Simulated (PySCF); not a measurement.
# C7H13N: magnetic properties

Wanted: magnetic properties for C7H13N (`[H]/N=C(\CC=C)CCC`).

Computed with PySCF 2.14.0 and routines of our own; the level stands in each step. Atoms count from 0.

## 1. The system as given

21 atoms, charge 0, multiplicity 1; geometry from: GFN2-xTB.

## 2. Magnetic properties: GIAO HF/pcSseg-1

Job settings and geometry (Å):

```
{"job": {"kind": "mag", "xc": "HF", "basis": "pcSseg-1", "isotopologues": 2}, "charge": 0, "multiplicity": 1}
C      2.628533     1.260576    -0.443724
C      2.404340     0.247943     0.373082
C      1.195589     0.120191     1.249096
C      0.321437    -0.999437     0.713579
N      0.260878    -2.166913     1.173587
C     -0.521490    -0.650482    -0.476556
C     -1.815196     0.049645    -0.043745
C     -2.672620     0.423889    -1.245499
H      1.951532     2.097226    -0.512805
H      3.503478     1.303853    -1.069722
H      3.098110    -0.581521     0.421995
H      0.635987     1.056545     1.249119
H      1.504908    -0.114826     2.271786
H      0.841555    -2.349689     1.990280
H     -0.777218    -1.569193    -1.004544
H      0.043601     0.003463    -1.143968
H     -1.577078     0.952617     0.523286
H     -2.373037    -0.620115     0.613280
H     -3.584402     0.920616    -0.921445
H     -2.947093    -0.463966    -1.810063
H     -2.130735     1.096522    -1.907489
```

Method: GIAO HF/pcSseg-1 magnetisability, rotational g tensor and spin-rotation constants, non-relativistic, gas phase.

Launch:

```
$ OMP_NUM_THREADS=1 python excited_run.py task.json out
```

The driver reads the jobs from task.json and runs them one after another.

Output:

```text
final grid: 159288 points
cycle   1  E = -326.8921567322  dE =  1.720e+00  |g| = 5.724e-01  |ddm| = 3.833e+00
cycle   2  E = -326.9826451415  dE = -9.049e-02  |g| = 2.985e-01  |ddm| = 7.371e-01
cycle   3  E = -327.0015329268  dE = -1.889e-02  |g| = 1.008e-01  |ddm| = 3.389e-01
cycle   4  E = -327.0047396608  dE = -3.207e-03  |g| = 1.586e-02  |ddm| = 1.144e-01
cycle   5  E = -327.0048431885  dE = -1.035e-04  |g| = 5.812e-03  |ddm| = 2.842e-02
cycle   6  E = -327.0048642301  dE = -2.104e-05  |g| = 2.522e-03  |ddm| = 1.362e-02
cycle   7  E = -327.0048682348  dE = -4.005e-06  |g| = 8.196e-04  |ddm| = 6.110e-03
cycle   8  E = -327.0048687088  dE = -4.740e-07  |g| = 2.080e-04  |ddm| = 2.096e-03
cycle   9  E = -327.0048687343  dE = -2.548e-08  |g| = 7.407e-05  |ddm| = 3.915e-04
cycle  10  E = -327.0048687371  dE = -2.773e-09  |g| = 1.739e-05  |ddm| = 1.418e-04
cycle  11  E = -327.0048687373  dE = -2.178e-10  |g| = 7.153e-06  |ddm| = 4.119e-05
converged SCF energy = -327.0048687373

Magnetisability tensor (1e-30 J/T^2)
    -1358.25      -32.44       16.28
      -32.44    -1254.46      -77.88
       16.28      -77.88    -1362.29
isotropic -1325.00   principal values   -1403.11  -1366.84  -1205.06
isotropic susceptibility -79.794 1e-6 cm^3/mol

Inertial axes            a          b          c
rot. const./GHz      2.6840     1.2288     0.9338
chi total           -81.755    -73.622    -84.004
chi diamagnetic    -578.802  -1135.346  -1444.507
chi paramagnetic    497.046   1061.725   1360.503
quadrupole/D A        3.033     -2.763     -0.270
g nuclear            0.6099     0.6025     0.5928
g electronic        -0.6267    -0.6129    -0.5968
g total             -0.0168    -0.0104    -0.0040

Spin-rotation constants (kHz, H = +C I.J)
atom  isotope        aa         bb         cc
  4    14N        0.499      0.296      0.089
  8     1H       -0.128     -0.036     -0.053
  9     1H       -0.066     -0.096     -0.029
 10     1H       -0.087     -0.055     -0.043
 11     1H       -0.223     -0.057     -0.047
 12     1H       -0.202     -0.060     -0.058
 13     1H        0.052      0.003     -0.081
 14     1H       -0.201     -0.119     -0.013
 15     1H       -0.241      0.011     -0.098
 16     1H       -0.231     -0.115     -0.018
 17     1H       -0.213     -0.013     -0.098
 18     1H       -0.115     -0.134     -0.043
 19     1H       -0.225     -0.117     -0.021
 20     1H       -0.244     -0.009     -0.100
  0    13C*       0.834      0.332      0.275
  1    13C*       0.910      0.385      0.292
  2    13C*       0.461      0.214      0.161
  3    13C*       1.199      0.504      0.277
  5    13C*       0.434      0.204      0.149
  6    13C*       0.391      0.166      0.131
  7    13C*       0.335      0.158      0.124
* in the singly substituted isotopologue

Isotopologues: g along a, b, c
2H    at 8,9,10,11,12,1    -0.0142    -0.0086    -0.0034
13C   at 0                 -0.0164    -0.0104    -0.0040
```

It took 20 s on 1 thread of Arm Neoverse V2, shared host; peak memory 0.99 GiB.

From this job:

| quantity | value |
| --- | --- |
| magnetisability | -1325·10⁻³⁰ J/T² |
| molar susceptibility | -79.8·10⁻⁶ cm³/mol |
| rotational g (a, b, c) | -0.0168, -0.0104, -0.0040 |

## 3. Magnetic properties: GIAO KT2/6-31G*

Settings changed since step 2:

```diff
@@ -1,2 +1,2 @@
-{"job": {"kind": "mag", "xc": "HF", "basis": "pcSseg-1", "isotopologues": 2}, "charge": 0, "multiplicity": 1}
+{"job": {"kind": "mag", "xc": "KT2", "basis": "6-31G*", "scf": {"guess": "atom", "aux": "def2-universal-jkfit"}}, "charge": 0, "multiplicity": 1}
 C      2.628533     1.260576    -0.443724
```

With the program's defaults for keys left out, this is: GIAO KT2/6-31G* magnetisability, rotational g tensor and spin-rotation constants, non-relativistic, gas phase.

Output:

```text
final grid: 159288 points
cycle   1  E = -334.3921472597  dE =  2.056e+00  |g| = 1.494e+00  |ddm| = 4.458e+00
cycle   2  E = -333.8622813284  dE =  5.299e-01  |g| = 2.000e+00  |ddm| = 4.574e+00
cycle   3  E = -334.9742011144  dE = -1.112e+00  |g| = 3.343e-01  |ddm| = 3.436e+00
cycle   4  E = -334.9954547692  dE = -2.125e-02  |g| = 1.678e-01  |ddm| = 4.688e-01
cycle   5  E = -335.0019699667  dE = -6.515e-03  |g| = 4.685e-02  |ddm| = 2.053e-01
cycle   6  E = -335.0024857773  dE = -5.158e-04  |g| = 1.694e-02  |ddm| = 6.023e-02
cycle   7  E = -335.0025518561  dE = -6.608e-05  |g| = 7.144e-03  |ddm| = 2.137e-02
cycle   8  E = -335.0025662952  dE = -1.444e-05  |g| = 1.272e-03  |ddm| = 8.119e-03
cycle   9  E = -335.0025667101  dE = -4.149e-07  |g| = 2.141e-04  |ddm| = 1.710e-03
cycle  10  E = -335.0025667227  dE = -1.259e-08  |g| = 7.428e-05  |ddm| = 4.087e-04
cycle  11  E = -335.0025667237  dE = -9.836e-10  |g| = 4.298e-05  |ddm| = 1.408e-04
cycle  12  E = -335.0025667242  dE = -4.948e-10  |g| = 5.652e-06  |ddm| = 5.601e-05
converged SCF energy = -335.0025667242

Magnetisability tensor (1e-30 J/T^2)
    -1263.18      -35.74       11.28
      -35.74    -1153.34      -94.01
       11.28      -94.01    -1267.21
isotropic -1227.91   principal values   -1321.33  -1269.93  -1092.47
isotropic susceptibility -73.946 1e-6 cm^3/mol

Inertial axes            a          b          c
rot. const./GHz      2.6840     1.2288     0.9338
chi total           -76.229    -66.749    -78.861
chi diamagnetic    -574.642  -1131.365  -1439.867
chi paramagnetic    498.413   1064.616   1361.006
quadrupole/D A        3.203     -2.289     -0.915
g nuclear            0.6099     0.6025     0.5928
g electronic        -0.6285    -0.6146    -0.5971
g total             -0.0185    -0.0121    -0.0042

Spin-rotation constants (kHz, H = +C I.J)
atom  isotope        aa         bb         cc
  4    14N        0.418      0.269      0.082
  8     1H       -0.141     -0.031     -0.057
  9     1H       -0.080     -0.091     -0.034
 10     1H       -0.096     -0.049     -0.046
 11     1H       -0.219     -0.049     -0.044
 12     1H       -0.202     -0.053     -0.060
 13     1H        0.025      0.018     -0.088
 14     1H       -0.209     -0.117     -0.012
 15     1H       -0.238      0.020     -0.096
 16     1H       -0.228     -0.112     -0.013
 17     1H       -0.214     -0.007     -0.097
 18     1H       -0.112     -0.137     -0.043
 19     1H       -0.228     -0.120     -0.020
 20     1H       -0.249     -0.005     -0.102
  0    13C*       0.708      0.326      0.235
  1    13C*       0.774      0.366      0.249
  2    13C*       0.486      0.219      0.165
  3    13C*       1.004      0.462      0.252
  5    13C*       0.437      0.210      0.148
  6    13C*       0.395      0.173      0.133
  7    13C*       0.331      0.156      0.125
* in the singly substituted isotopologue
```

It took 31 s on 1 thread of Arm Neoverse V2, shared host; peak memory 0.55 GiB.

Key values:

| quantity | value |
| --- | --- |
| magnetisability | -1228·10⁻³⁰ J/T² |
| molar susceptibility | -73.9·10⁻⁶ cm³/mol |
| rotational g (a, b, c) | -0.0185, -0.0121, -0.0042 |

## 4. Magnetic properties side by side

| level | ξ (10⁻³⁰ J/T²) | g(a) | g(b) | gap (eV) | functions | time |
| --- | --- | --- | --- | --- | --- | --- |
| GIAO HF/pcSseg-1 | -1325 | -0.0168 | -0.0104 | 13.63 | 201 | 20 s |
| GIAO KT2/6-31G* | -1228 | -0.0185 | -0.0121 | 4.44 | 138 | 31 s |

## 5. Results

| quantity | value |
| --- | --- |
| magnetisability (step 2, GIAO HF/pcSseg-1) | -1325·10⁻³⁰ J/T² |
| molar susceptibility (step 2, GIAO HF/pcSseg-1) | -79.8·10⁻⁶ cm³/mol |
| rotational g (a, b, c) (step 2, GIAO HF/pcSseg-1) | -0.0168, -0.0104, -0.0040 |
| magnetisability over the levels | -1325 to -1228·10⁻³⁰ J/T² |

What this shows: The magnetisability spreads by 7.6 % over 2 levels, from GIAO HF/pcSseg-1 (20 s) to GIAO KT2/6-31G* (31 s); the runs took 20 s to 31 s. Two levels can agree by chance, so this spread shows no convergence. Vibrational averaging and real surroundings are missing from these values.
